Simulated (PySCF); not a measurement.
# [InClH3]-: geometry, NMR shifts and electronic excitations

Aim: predict the NMR shifts and electronic excitations of [InClH3]- (`[H][In-]([H])([H])[Cl]`).

The runs use PySCF 2.14.0, with density-fitted response routines of our own; the level of theory stands in each step. All values are computed, except where a source is named. Atoms count from 0, in the outputs and in this text.

## 1. Starting geometry

5 atoms, charge -1, multiplicity 1; geometry from: GFN2-xTB.

Bonds of the start (Å): In0–Cl1 2.34, In0–H2 1.70, In0–H3 1.70, In0–H4 1.70.

## 2. Relaxing the molecule at PBE0-D3(BJ)/def2-SVP

The job: settings as JSON, then the geometry in Å.

```
{"job": {"xc": "PBE0", "basis": "def2-SVP", "d3": "d3bj", "grid": 1, "maxiter": 40, "kind": "geom"}, "charge": -1, "multiplicity": 1}
In    -0.002150     0.000620    -0.175700
Cl     0.012800    -0.020350     2.163640
H      1.620790     0.013380    -0.670930
H     -0.818090     1.410990    -0.645940
H     -0.813350    -1.404640    -0.671060
```

**Question.** This job is followed by: GIAO PBE0/pcSseg-1 In:def2-TZVP NMR shielding, non-relativistic, gas phase; TDDFT PBE0/def2-SVPD, vertical, gas phase, core orbitals frozen in the response; GIAO B3LYP/pcSseg-1 In:def2-TZVP NMR shielding, non-relativistic, gas phase. Predict these results of the whole session: point group; rotational constants (main isotopes); 1H shifts against TMS (PBE0/def2-TZVP+pcSseg-1, means over atoms taken as alike); 35Cl shifts against HCl (PBE0/def2-TZVP+pcSseg-1); lowest singlet (PBE0/def2-SVPD); brightest single state of those computed; lowest triplet; range of the shift of Cl1.

**Answer**, as computed:

| quantity | value |
| --- | --- |
| point group | C3v |
| rotational constants (main isotopes) | 57.08, 2.89, 2.89 GHz |
| 1H shifts against TMS (PBE0/def2-TZVP+pcSseg-1, means over atoms taken as alike) | 4.71 ppm |
| 35Cl shifts against HCl (PBE0/def2-TZVP+pcSseg-1) | -178 ppm |
| lowest singlet (PBE0/def2-SVPD) | 5.50 eV (225 nm), f = 0.061 |
| brightest single state of those computed | state 8, 6.64 eV, f = 0.094 |
| lowest triplet | 5.24 eV |
| range of the shift of Cl1 | -182 to -178 ppm |

In words: The optimisation took 4 steps and gained 0.244 eV; among the close pairs (by a distance rule), In0–Cl1 changed most, from 2.339 to 2.495 Å. No frequency check was run at this level, so the end point may be a saddle. At PBE0/def2-TZVP+pcSseg-1: The widest tensor belongs to Cl1: span 58 ppm, with a paramagnetic part of -28 ppm. The first singlet state (HOMO→LUMO 0.94) lies at 5.50 eV and is bright; of the 10 states computed, the strongest absorption comes from states 7 to 8 together at 6.64 eV. The lowest triplet lies 0.27 eV below the lowest singlet (triplets in Tamm-Dancoff, singlets in full TDDFT). Spin-orbit coupling, left out, mixes singlets and triplets in elements this heavy. The lowest singlet lies above −ε(HOMO); no detachment energy was computed, so the anion's states may not be bound. In ppm, Cl1 moves most: its shift spreads over 4 ppm, from -182 (B3LYP/def2-TZVP+pcSseg-1) to -178 (PBE0/def2-TZVP+pcSseg-1). Spin-orbit coupling is left out, which matters for shieldings and couplings at and beside the heavy atoms.
